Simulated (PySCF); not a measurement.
# CH5Al2Cl2F: the cost of one run

The runs use PySCF 2.14.0, with density-fitted response routines of our own; the level of theory stands in each step. All values are computed, except where a source is named. Atoms count from 0, in the outputs and in this text.

### 1 The starting structure

11 atoms, charge 0, multiplicity 1; geometry from: GFN2-xTB. The atoms were then displaced at random by about 0.01 Å, so the start is not that level's minimum.

Bonds of the start (Å): C0–Al1 1.96, Al1–Cl2 2.20, Cl2–Al3 2.21, Al3–F4 1.65, Al3–Cl5 2.21, Cl5–Al1 2.22, C0–H6 1.09, C0–H7 1.07, C0–H8 1.13, Al1–H9 1.54, Al3–H10 1.48.

### 2 Optimising the geometry at PBE0-D3(BJ)/def2-SVP

Job settings and geometry (Å):

```
{"job": {"xc": "PBE0", "basis": "def2-SVP", "d3": "d3bj", "grid": 1, "shake": 0.01, "kind": "geom"}, "charge": 0, "multiplicity": 1}
C     -2.125260     0.012530     0.666600
Al    -0.370040     0.848240     0.392310
Cl     1.154630    -0.147750     1.633690
Al     2.303770    -0.691350    -0.171820
F      2.507430    -2.323820    -0.322530
Cl     0.627050     0.041210    -1.415730
H     -2.518050    -0.509520    -0.208480
H     -2.190180    -0.653620     1.501560
H     -2.877420     0.831440     0.889590
H      0.090080     2.321650     0.410280
H      3.436110     0.245160    -0.311290
```

Run with:

```sh
$ OMP_NUM_THREADS=1 python probes_run.py task.json out
```

One launch serves the whole session: the jobs run in the order shown.

Q: Estimate the wall time and peak memory of this first job on 1 thread of Arm Neoverse N1, shared host.

About 2 min, with a peak of 0.52 GiB.
